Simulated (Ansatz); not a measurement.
Working through an equation of state with a fit of ZrTi₂, space group P6/mmm

Program: Ansatz 0.2.0, Python API.

Run as a notebook:

In [1]:
```python
import ansatz as az
import numpy as np
```

In [2]:
```python
vectors0 = np.array([
    [4.72441, 0.0, 0.0],
    [-2.36221, 4.09146, 0.0],
    [0.0, 0.0, 3.00345],
])
sites = [
    ("Zr", (0.0, 0.0, 0.0)),
    ("Ti", (2 / 3, 1 / 3, 0.5)),
    ("Ti", (1 / 3, 2 / 3, 0.5)),
]
```

In [3]:
```python
def build(cell):
    crystal = az.Crystal(lattice=az.Lattice.of(cell))
    for symbol, position in sites:
        crystal = crystal.atom(symbol, position)
    return crystal
```

In [4]:
```python
# scale the volume, keep shape and fractions
volumes, energies = [], []
for scale in np.linspace(0.95, 1.07, 5):
    cell = vectors0 * scale ** (1 / 3)
    job = (
        build(cell).calculation()
        .pseudopotentials("paw", azcp={"folder": "soft_1"})
        .functional("r2SCAN")
        .scf(tolerance=1e-09)
        .occupations("cold", width=0.05)
        .basis(600)
        .kpoints(7, 7, 10)
    )
    rep = job.run().report
    volumes.append(abs(np.linalg.det(cell)) / len(sites))
    energies.append(rep["free_energy_ev"] / len(sites))
    print(f"V = {volumes[-1]:8.4f} A^3/atom  F = {energies[-1]:.5f} eV/atom")
```
```text
DeckWarning: crystal.lattice, of which some number shows no typed digit to judge by, misses the space group found at crystal.symmetry.tolerance 1.0e-5 by more than rounding, which is why this is a warning: the operation that it misses by the most changes a squared length by the fraction 2.44e-6, and from 1e-6 on that is taken for a strain and not for rounding. The run uses the lattice that is a [...]
V =  18.3844 A^3/atom  F = -3067.89056 eV/atom
V =  18.9649 A^3/atom  F = -3067.90491 eV/atom
V =  19.5455 A^3/atom  F = -3067.90646 eV/atom
V =  20.1260 A^3/atom  F = -3067.89684 eV/atom
V =  20.7066 A^3/atom  F = -3067.87747 eV/atom
```

In [5]:
```python
# third-order Birch-Murnaghan: a cubic in V^(-2/3)
x = np.array(volumes) ** (-2 / 3)
poly = np.polynomial.Polynomial.fit(x, energies, 3).convert()
roots = poly.deriv().roots()
x0 = min((r.real for r in roots if abs(r.imag) < 1e-9 and poly.deriv(2)(r.real) > 0), key=lambda r: abs(r - x.mean()))
v0 = x0 ** -1.5
b0 = 4 / 9 * poly.deriv(2)(x0) * v0 ** (-7 / 3) * 160.21766
b1 = 4 + 2 / 3 * x0 * poly.deriv(3)(x0) / poly.deriv(2)(x0)
print(f"V0 = {v0:.4f} A^3/atom, B0 = {b0:.1f} GPa, dB/dP = {b1:.2f}")
```
```text
V0 = 19.3279 A^3/atom, B0 = 107.8 GPa, dB/dP = 3.53
```

A third-order Birch-Murnaghan fit through the 5 points has its minimum at 19.33 Å³ an atom, 0.1 % below the typed cell, with a bulk modulus of 108 GPa and dB/dP = 3.5. From that minimum the energy rises by 16.7 meV an atom on the compressed side and 29.8 meV on the expanded side.

Reading the output:
- Total energies depend on the potentials; only differences at equal settings carry meaning.
- Shape and fractional positions are held along the curve, so the bulk modulus is an upper value where they are free to relax.
- For a metal this k-point mesh is coarse: on a finer one energies can move by several to tens of meV an atom and pressures by half a GPa or more, differences at one mesh by less.
- This cell is a computed structure, which may not be the phase found in nature.
- Warnings are shown shortened and without file and line.
- Processor time in the engine: 40 s on 1 thread of Intel(R) Xeon(R) Processor @ 2.30GHz, with other jobs on the host, peak memory 0.71 GiB.
